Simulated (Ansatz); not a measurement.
# H₈N₂O₂Si₂: a ladder of functionals and wavefunction methods

The task here is to estimate one member of a computed series from the others.

Computed with Ansatz 0.2.0, Gaussian basis. Level: functionals in def2-TZVPP, the program's frozen cores in correlated methods.

The runs, in order: PBE-D4, r2SCAN-D4, PBE0-D4, B3LYP-D4, ωB97X-V, ωB97M-V, B2PLYP; CCSD(T)/def2-TZVPP; MP2/def2-QZVPP; extrapolation to the limit.

## The geometry

The geometry comes from an earlier relaxation with PBE0-D4 in a triple-zeta def2 set; it is a stationary point, not always the lowest conformer.

SMILES `N[SiH2]O[SiH](N)O`, 14 atoms, charge 0, spin multiplicity 1.

Atoms are counted from 1 here; the program's logs count them from 0.

Bond lengths: N1–Si2 1.705 Å, N1–H7 1.007 Å, N1–H8 1.007 Å, Si2–O3 1.644 Å, Si2–H9 1.481 Å, Si2–H10 1.483 Å, O3–Si4 1.629 Å, Si4–N5 1.705 Å, Si4–O6 1.642 Å, Si4–H11 1.479 Å, N5–H12 1.006 Å, N5–H13 1.007 Å, O6–H14 0.960 Å. Angles: Si2–N1–H7 120.8°, Si2–N1–H8 121.3°, H7–N1–H8 111.4°, N1–Si2–O3 116.0°, N1–Si2–H9 107.9°, N1–Si2–H10 107.2°, O3–Si2–H9 106.0°, O3–Si2–H10 107.6°, H9–Si2–H10 112.3°, Si2–O3–Si4 138.8°, O3–Si4–N5 104.8°, O3–Si4–O6 113.2°, O3–Si4–H11 109.6°, N5–Si4–O6 110.3°, N5–Si4–H11 116.2°, O6–Si4–H11 103.0°, Si4–N5–H12 121.5°, Si4–N5–H13 119.4° and more.

Set-up of the first run:

File in.yaml:

```yaml
crystal:
  periodic: [false, false, false]
  atoms:
    - {symbol: N, position_ang: [-1.389872, 0.391294, -2.183751]}
    - {symbol: Si, position_ang: [-1.701563, -0.240753, -0.630994]}
    - {symbol: O, position_ang: [-0.381038, -0.637321, 0.264096]}
    - {symbol: Si, position_ang: [1.139952, -0.105478, 0.506417]}
    - {symbol: N, position_ang: [1.568094, -0.696999, 2.047146]}
    - {symbol: O, position_ang: [1.267811, 1.531137, 0.469477]}
    - {symbol: H, position_ang: [-1.052296, 1.333025, -2.299588]}
    - {symbol: H, position_ang: [-1.089035, -0.202102, -2.939283]}
    - {symbol: H, position_ang: [-2.475061, -1.492848, -0.796405]}
    - {symbol: H, position_ang: [-2.457731, 0.791830, 0.119073]}
    - {symbol: H, position_ang: [2.000182, -0.532886, -0.618530]}
    - {symbol: H, position_ang: [2.505992, -0.609423, 2.401441]}
    - {symbol: H, position_ang: [1.108012, -1.516965, 2.406694]}
    - {symbol: H, position_ang: [0.956533, 1.987497, 1.254197]}
basis:
  gaussian: {orbitals: def2-TZVPP}
hamiltonian: {xc: pbe, dispersion: d4}
output: {forces: true, orbitals: {seedname: orbitals}}
```

On the command line:

```
$ ansatz run in.yaml --threads 2 --pin off --events-out ev --progress --plain --max-ram 22528MiB --backend cuda --devices 0, --max-vram 18GiB
```

Among the steps run: PBE-D4 (GGA); r2SCAN-D4 (meta-GGA); PBE0-D4 (hybrid); B3LYP-D4 (hybrid); ωB97X-V (range-separated); ωB97M-V (range-separated); B2PLYP (double hybrid); CCSD(T) in def2-TZVPP; MP2 in def2-QZVPP.

One of the session's tables, all rows but one given; the rest of the session is left out.

```
            method  atomisation energy (kJ/mol)
            PBE-D4                       5227.9
         r2SCAN-D4                       5175.7
           PBE0-D4                       5132.0
          B3LYP-D4                       5198.0
           ωB97X-V                       5224.6
           ωB97M-V                       5223.4
            B2PLYP                       5142.2
     HF/def2-TZVPP                            ?
    MP2/def2-TZVPP                       5135.4
   CCSD/def2-TZVPP                       4975.7
CCSD(T)/def2-TZVPP                       5047.1
           MP2/CBS                       5310.7
       CCSD(T)/CBS                       5222.4
```

Estimate the missing values for HF/def2-TZVPP.

The run gave: atomisation energy (kJ/mol): 3666.1. In the column «atomisation energy (kJ/mol)» it is the lowest.

To keep in mind: Free atoms (2 N, 2 Si, 2 O, 8 H) were run apart at each level; the atomisation energy is their sum less the molecule, without zero-point or spin-orbit terms.
